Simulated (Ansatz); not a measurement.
# Ta, space group Fm-3m: an equation of state with a fit

Program: the Ansatz DFT code, driven from Python.

Interactive session:
```pycon
>>> import ansatz as az
>>> import numpy as np
>>> from pymatgen.analysis.eos import EOS
>>> vectors0 = np.array([
...     [0.0, 2.11, 2.11],
...     [2.11, 0.0, 2.11],
...     [2.11, 2.11, 0.0],
... ])
>>> sites = [
...     ("Ta", (0.0, 0.0, 0.0)),
... ]
>>> def on_lattice(cell):
...     crystal = az.Crystal(lattice=az.Lattice.of(cell))
...     for symbol, position in sites:
...         crystal = crystal.atom(symbol, position)
...     return crystal
...
>>> # uniform scaling of the cell
>>> volumes, energies = [], []
>>> for scale in np.linspace(0.9, 1.1, 9):
...     cell = vectors0 * scale ** (1 / 3)
...     setup = (
...         on_lattice(cell).calculation()
...         .functional("r2SCAN")
...         .pseudopotentials("paw")
...         .occupations("cold")  # smearing steadies the SCF of a metal
...         .basis(600)
...         .kpoints(12, 12, 12)
...     )
...     summary = setup.run(threads=1).report
...     volumes.append(abs(np.linalg.det(cell)) / len(sites))
...     energies.append(summary["free_energy_ev"] / len(sites))
...     print(f"V = {volumes[-1]:8.4f} A^3/atom  F = {energies[-1]:.5f} eV/atom")
...
V =  16.9091 A^3/atom  F = -9943.96648 eV/atom
V =  17.3788 A^3/atom  F = -9944.02213 eV/atom
V =  17.8485 A^3/atom  F = -9944.05758 eV/atom
V =  18.3182 A^3/atom  F = -9944.07539 eV/atom
V =  18.7879 A^3/atom  F = -9944.07739 eV/atom
V =  19.2576 A^3/atom  F = -9944.06527 eV/atom
V =  19.7273 A^3/atom  F = -9944.04063 eV/atom
V =  20.1970 A^3/atom  F = -9944.00477 eV/atom
V =  20.6666 A^3/atom  F = -9943.95885 eV/atom
>>> for form in ["birch_murnaghan", "murnaghan", "vinet"]:
...     fit = EOS(eos_name=form).fit(volumes, energies)
...     print(f"{form:18s} V0 {fit.v0:8.4f} A^3/atom  B0 {fit.b0_GPa:7.1f} GPa  B1 {fit.b1:5.2f}")
...
birch_murnaghan    V0  18.6136 A^3/atom  B0   198.6 GPa  B1  3.57
murnaghan          V0  18.6134 A^3/atom  B0   198.0 GPa  B1  3.58
vinet              V0  18.6137 A^3/atom  B0   198.7 GPa  B1  3.57
```

A third-order Birch-Murnaghan fit through the 9 points has its minimum at 18.61 Å³ an atom, 0.9 % below the typed cell, with a bulk modulus of 199 GPa. From that minimum the energy rises by 111.9 meV an atom on the compressed side and 119.5 meV on the expanded side.

Absolute energies stand on the zero of these potentials, so only differences at equal settings mean something. For a metal this k-point mesh is coarse: on a finer one energies can move by several to tens of meV an atom and pressures by half a GPa or more, differences at one mesh by less. Spin-orbit coupling, which matters for elements this heavy, is left out. This isn't the structure that Ta takes at ambient conditions. Finished in 17 s on 1 thread of Arm Neoverse V2, on a shared host, peak memory 0.49 GiB.
